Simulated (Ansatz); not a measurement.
# SiO2 (rutile type): the cost of one run

Computed with Ansatz 0.2.0 (DFT LDA, with the methods named in each step, unless a step's input says otherwise).

## 1. The structure to begin with

It takes space group P4_2/mnm (No. 136, tetragonal). The conventional cell has a = 4.155 Å, b = 4.155 Å, c = 2.661 Å, α = 90.00°, β = 90.00°, γ = 90.00°. Si (site symmetry mmm) is surrounded by 6 O at 1.75 to 1.80 Å. O (site symmetry m2m) is surrounded by 3 Si at 1.75 to 1.80 Å.

Coordinates:

```cif
data_structure
_symmetry_space_group_name_H-M 'P 1'
_symmetry_Int_Tables_number 1
_cell_length_a 4.1549
_cell_length_b 4.1549
_cell_length_c 2.6614
_cell_angle_alpha 90.000
_cell_angle_beta 90.000
_cell_angle_gamma 90.000
_cell_volume 45.94
loop_
_atom_site_label
_atom_site_type_symbol
_atom_site_fract_x
_atom_site_fract_y
_atom_site_fract_z
_atom_site_occupancy
Si1 Si 0.00000 0.00000 0.00000 1
Si2 Si 0.50000 0.50000 0.50000 1
O1 O 0.30558 0.30558 0.00000 1
O2 O 0.69442 0.69442 0.00000 1
O3 O 0.80558 0.19442 0.50000 1
O4 O 0.19442 0.80558 0.50000 1
```

Whether this phase is the stable one at these pressures isn't tested.

Atoms are numbered in the order of the input: Si1, Si2, O3, O4, O5, O6.

## 2. The reference volume, LAPW

The input, input.yaml:

```yaml
crystal:
  lattice:
    - [4.1548573945, 0.0, 0.0]
    - [0.0, 4.1548573945, 0.0]
    - [0.0, 0.0, 2.661441267]
  atoms:
    - { symbol: Si, position: [0.0, 0.0, 0.0] }
    - { symbol: Si, position: [0.5, 0.5, 0.5] }
    - { symbol: O, position: [0.3055797227, 0.3055797227, 0.0] }
    - { symbol: O, position: [0.6944202773, 0.6944202773, 0.0] }
    - { symbol: O, position: [0.8055797227, 0.1944202773, 0.5] }
    - { symbol: O, position: [0.1944202773, 0.8055797227, 0.5] }
kpoints:
  mp_grid: { grid: [8, 8, 11] }
  band_path:
    path:
      - [0.0, 0.0, 0.0]
      - [0.0, 0.5, 0.0]
      - [0.5, 0.5, 0.0]
      - [0.0, 0.0, 0.0]
      - [0.0, 0.0, 0.5]
      - [0.0, 0.5, 0.5]
      - [0.5, 0.5, 0.5]
      - [0.0, 0.0, 0.5]
      - [0.0, 0.5, 0.0]
    npoints: 14
scf:
  occupations: { method: fermi_dirac, width: 0.08 }
hamiltonian:
  xc: lda
  pseudopotentials: { kind: all_electron, lapw: { basis_error: 0.001 } }
output:
  forces: true
  stress: true
  eigenvalues: true
  populations: true
  dos: { projected: true, de: 0.2, e_range: [-14, 8] }
```

The run is started by

```console
$ ansatz run input.yaml --threads 2 --pin off --max-ram 5120MiB --backend cpu --events-out ev --progress --plain --runs-dir out
```

Q: Estimate wall time and peak memory on 2 threads of Arm Neoverse N1, shared host.

About 1.9 min, with a peak of 0.8 GiB.
